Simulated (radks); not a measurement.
# Lu⁺ in [Xe] 4f14 6s2: an all-electron calculation

What are the levels of the lutetium ion Lu+, how large are its shells, and how does its energy divide?

Method: Dirac Kohn-Sham, PBE, spin-unpolarised, spherical densities, finite nucleus. Code: radks (a radial shooting solver on a logarithmic mesh, Libxc functionals) version 1.

## Step 1: The system

```
element            : lutetium (Z = 71)
charge             : +1
electrons          : 70
configuration      : [Xe] 4f14 6s2
nuclear rms radius : 5.37 fm
```

Outer shells as boxes (Hund's rule):

Lu⁺
```
[Xe] core
4f [↑↓][↑↓][↑↓][↑↓][↑↓][↑↓][↑↓]
6s [↑↓]
```

## Step 2: The run

Settings of this run:

```text
Z 71
configuration [Xe] 4f14 6s2
relativity Dirac
functional pbe,pbe
spin unpolarised
j_filling energy
nucleus finite rms 5.37 fm
c 137.035999084
```

**Question.** What will this run give?

The runs gave:

```
                        quantity                   value
                    total energy     -14579.0058 hartree
exchange-correlation share of it                  2.07 %
                            −T/E                  1.1143
          highest occupied level       6s1/2, -11.044 eV
    most extended occupied level  6s1/2, <r> = 3.27 bohr
 radius at density 0.001 e/bohr³               4.63 bohr
    maxima of the radial density                       4
         ionisation energy, NIST    14.13 (semi-emp.) eV
```

**Reading.** 6 principal shells are occupied and 4 maxima appear in the radial density; where shells overlap, one shows as a shoulder or not at all. Relativity lifts −T/E to 1.114. Minus the highest eigenvalue, 11.044 eV, is 78 % of the tabulated ionisation energy (14.13 eV); the potential of a semilocal functional falls off too fast, so its top eigenvalue is too shallow. 
